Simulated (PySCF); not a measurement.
# CH4O2Si: the cost of one run

Computed with PySCF 2.14.0; each step states its level. No surroundings beyond the atoms listed, unless a continuum is named. Atoms count from 0, parts from 1.

## Step 1: Starting point

Each species was relaxed by itself at PBE0-D3(BJ)/def2-SVP.

## Step 2: Reaction energy: PBE0-D3(BJ)/def2-TZVPD

What the job is given:

```
{"job": {"kind": "react", "xc": "PBE0", "basis": "def2-TZVPD", "disp": "d3bj"}, "charge": 0, "multiplicity": 1}
-1 H4Si charge 0 multiplicity 1
Si    -0.003360     0.000870    -0.000340
H      0.902950     0.513760    -1.070000
H      0.813330    -0.552600     1.120070
H     -0.874830    -1.074560    -0.559460
H     -0.854940     1.116640     0.508140

-1 CO2 charge 0 multiplicity 1
O     -1.084710     0.391290     0.001830
C      0.006470     0.000060     0.003700
O      1.097640    -0.391170     0.005560

+1 CH4O2Si charge 0 multiplicity 1
O     -0.340640     0.842510    -1.632390
C     -1.099650     0.194840    -0.966880
O     -0.782170    -0.368060     0.194020
Si     0.822790    -0.157380     0.782800
H     -2.155260    -0.011670    -1.240370
H      1.099260     1.286240     1.002860
H      0.802870    -0.894960     2.071730
H      1.793560    -0.767720    -0.162930
```

Method: PBE0-D3(BJ)/def2-TZVPD reaction energy of separated species, gas phase.

Run with:

```
$ OMP_NUM_THREADS=1 python cluster_run.py task.json out
```

This one command runs all jobs of the session in turn.

Q: Estimate the wall time and peak memory of this first job on 1 thread of Arm Neoverse N1, shared host.

About 13 s, with a peak of 0.6 GiB.
